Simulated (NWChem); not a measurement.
# SiH2SeF2 (SMILES F[SiH](F)[SeH]): levels of theory compared

We compute a comparison of 3 runs (HF/STO-3G, HF/3-21G, B3LYP/6-31G*) of SiH2SeF2. 

The calculation is run with NWChem 7.3.0.

## 1. Starting point

SiH2SeF2: 6 atoms, total charge 0, spin state singlet. As SMILES, `F[SiH](F)[SeH]`. The coordinates come from a PBE0-D4/def2-TZVP relaxation. This is one conformer, not always the lowest.

Bond lengths: F1–Si2 1.585 Å, Si2–F3 1.585 Å, Si2–Se4 2.247 Å, Si2–H5 1.472 Å, Se4–H6 1.470 Å. Angles: F1–Si2–F3 105.4°, F1–Si2–Se4 111.4°, F3–Si2–Se4 111.4°, F1–Si2–H5 109.5°, F3–Si2–H5 109.5°, Se4–Si2–H5 109.5°, Si2–Se4–H6 91.5°.

## 2. Energy and forces at HF/STO-3G (run 1)

m1.nw

```
start m1
memory stack 880 mb heap 220 mb global 1100 mb

geometry units au noautosym nocenter noautoz
F  -0.48792729 -3.12995338  0.78971655
Si  0.88873820 -0.58392537  0.01889726
F   1.20432246 -0.72055257 -2.95666549
Se -1.37553165  2.81531398  1.18202369
H   3.39697168 -0.48395886  1.21641671
H  -3.54682696  1.98194476 -0.33750509
end

basis spherical bse
* library STO-3G
end

scf
singlet
rhf
thresh 1e-08
maxiter 80
print low
end

task scf gradient
```

The run is started by

```sh
$ nwchem m1.nw > m1.out
```

Output:

```text
[...]
  functions       =    39
[...]
  wavefunction    = RHF
[...]
         Total SCF energy =  -2856.464644947843
      One-electron energy =  -4695.870443773228
      Two-electron energy =   1491.819754903412
 Nuclear repulsion energy =    347.586043921972
        Time for solution =      1.5s
[...]
                         RHF ENERGY GRADIENTS
    atom               coordinates                        gradient
                 x          y          z           x          y          z
   1 F      -0.487927  -3.129953   0.789717    0.009917   0.015014  -0.004336
   2 Si      0.888738  -0.583925   0.018897   -0.038333  -0.013610  -0.026037
   3 F       1.204322  -0.720553  -2.956665   -0.000400   0.000323   0.018456
   4 Se     -1.375532   2.815314   1.182024    0.016761   0.007461   0.012392
   5 H       3.396972  -0.483959   1.216417    0.023264   0.000295   0.010706
   6 H      -3.546827   1.981945  -0.337505   -0.011209  -0.009484  -0.011181
 Task  times  cpu:        2.3s     wall:        2.3s
 Total times  cpu:        2.4s     wall:        2.4s
```

Run time: 3 s. Hardware: 1 thread of Intel Xeon 6975P-C (Granite Rapids), shared host; peak memory 0.099 GiB.

## 3. Energy and gradient at HF/3-21G (run 2)

input.nw

```
start input
title "F2H2SeSi gradient"
memory stack 880 mb heap 220 mb global 1100 mb

geometry noautosym nocenter noautoz
  F     -0.258200    -1.656300     0.417900
  Si     0.470300    -0.309000     0.010000
  F      0.637300    -0.381300    -1.564600
  Se    -0.727900     1.489800     0.625500
  H      1.797600    -0.256100     0.643700
  H     -1.876900     1.048800    -0.178600
end

basis spherical bse
  * library 3-21G
end

scf
  singlet
  rhf
  thresh 1e-08
  maxiter 80
end

task scf gradient
```

The run is started by

```sh
$ nwchem input.nw > input.out
```

Output:

```text
[...]
  functions       =    57
[...]
  wavefunction    = RHF
[...]
         Total SCF energy =  -2874.963391105664
      One-electron energy =  -4701.564702695486
      Two-electron energy =   1479.015242644511
 Nuclear repulsion energy =    347.586068945311
        Time for solution =      1.8s
[...]
                         RHF ENERGY GRADIENTS
    atom               coordinates                        gradient
                 x          y          z           x          y          z
   1 F      -0.487927  -3.129953   0.789716    0.014631   0.025732  -0.004805
   2 Si      0.888738  -0.583925   0.018897   -0.033928  -0.011109  -0.022432
   3 F       1.204322  -0.720553  -2.956665   -0.000984   0.003492   0.029715
   4 Se     -1.375532   2.815314   1.182024    0.011430  -0.011618  -0.002300
   5 H       3.396971  -0.483959   1.216417    0.004625  -0.001117   0.001374
   6 H      -3.546827   1.981945  -0.337505    0.004226  -0.005380  -0.001552
[...]
```

It took 3.6 s on 1 thread of Intel Xeon 6975P-C (Granite Rapids), shared host; peak memory 0.099 GiB.

## 4. Energy and gradient at B3LYP/6-31G(d) (Cartesian functions) (run 3)

input.nw

```
start input
title "F2H2SeSi gradient"
memory total 2200 mb

geometry units angstroms noautosym nocenter noautoz
F       -0.258200      -1.656300       0.417900
Si       0.470300      -0.309000       0.010000
F        0.637300      -0.381300      -1.564600
Se      -0.727900       1.489800       0.625500
H        1.797600      -0.256100       0.643700
H       -1.876900       1.048800      -0.178600
end

basis cartesian
* library 6-31G*
end

dft
xc b3lyp
grid xfine
convergence energy 1e-08
maxiter 100
mulliken
noprint "final vectors analysis"
end

task dft gradient
```

The run is started by

```sh
$ nwchem input.nw > input.out
```

Output:

```text
[...]
          Wavefunction type:  closed shell.
          No. of atoms     :     6
          No. of electrons :    68
[...]
          Charge           :     0
          Spin multiplicity:     1
[...]
          AO basis - number of functions:    88
[...]
              XC Information
              --------------
                         B3LYP Method XC Potential
                     Hartree-Fock (Exact) Exchange  0.200
                        Slater Exchange Functional  0.800 local
                    Becke 1988 Exchange Functional  0.720 non-local
              Lee-Yang-Parr Correlation Functional  0.810
                  VWN I RPA Correlation Functional  0.190 local
[...]
 d= 0,ls=0.0,diis     1  -2891.7246656470 -3.24D+03  1.82D-02  1.91D+00     2.5
[...]
 d= 0,ls=0.0,diis     8  -2891.8193886536  9.90D-10  9.58D-06  6.12D-07    16.4
         Total DFT energy =    -2891.819388653598
      One electron energy =    -4717.037573106145
           Coulomb energy =     1607.524549976982
    Exchange-Corr. energy =     -129.892434469746
 Nuclear repulsion energy =      347.586068945311
[...]
      Total Density - Mulliken Population Analysis
     ---------------------------------------------
    Atom       Charge   Shell Charges
 -----------   ------   -------------------------------------------------------
    1 F    9     9.35   1.99  0.95  3.32  0.92  2.08  0.08
    2 Si  14    13.05   2.00  1.99  5.96  1.00  1.51  0.09  0.24  0.26
    3 F    9     9.35   1.99  0.95  3.32  0.92  2.08  0.08
    4 Se  34    34.28   2.00  1.99  6.00  1.93  5.99  1.55  3.27  0.34  1.06  6.99  2.96  0.20
    5 H    1     1.09   0.51  0.57
    6 H    1     0.88   0.47  0.41
[...]
  wavefunction    = closed shell
                         DFT ENERGY GRADIENTS
    atom               coordinates                        gradient
                 x          y          z           x          y          z
   1 F      -0.487927  -3.129953   0.789716    0.006400   0.011181  -0.003877
   2 Si      0.888738  -0.583925   0.018897   -0.008007  -0.004506  -0.006480
   3 F       1.204322  -0.720553  -2.956665   -0.001393   0.000078   0.013339
   4 Se     -1.375532   2.815314   1.182024   -0.000787  -0.006380  -0.004460
   5 H       3.396971  -0.483959   1.216417   -0.001001  -0.001055  -0.001129
   6 H      -3.546827   1.981945  -0.337505    0.004789   0.000682   0.002605
[...]
```

Wall time 25 s (1 thread of Intel Xeon 6975P-C (Granite Rapids), shared host); peak memory 0.14 GiB.

## 5. Overview of the runs

```tsv
run	level	Cartesian functions	iteration cap	energy (Eh)	largest force (eV/Å)	wall time
1	HF/STO-3G	no	80	-2856.464645	2.484	3 s
2	HF/3-21G	no	80	-2874.963391	2.168	3.6 s
3	B3LYP/6-31G* (Cartesian functions)	yes	100	-2891.819389	0.692	25 s
```

## 6. Outcome

| quantity | value |
| --- | --- |
| run 3: total energy | -2891.81939 Eh |
| run 3: dipole moment | 0.58 D |
| run 3: largest force on an atom | 0.692 eV/Å |

**Reading.** In run 1 the basis is minimal, so the values are rough. All runs together took 31 s, the longest 25 s.
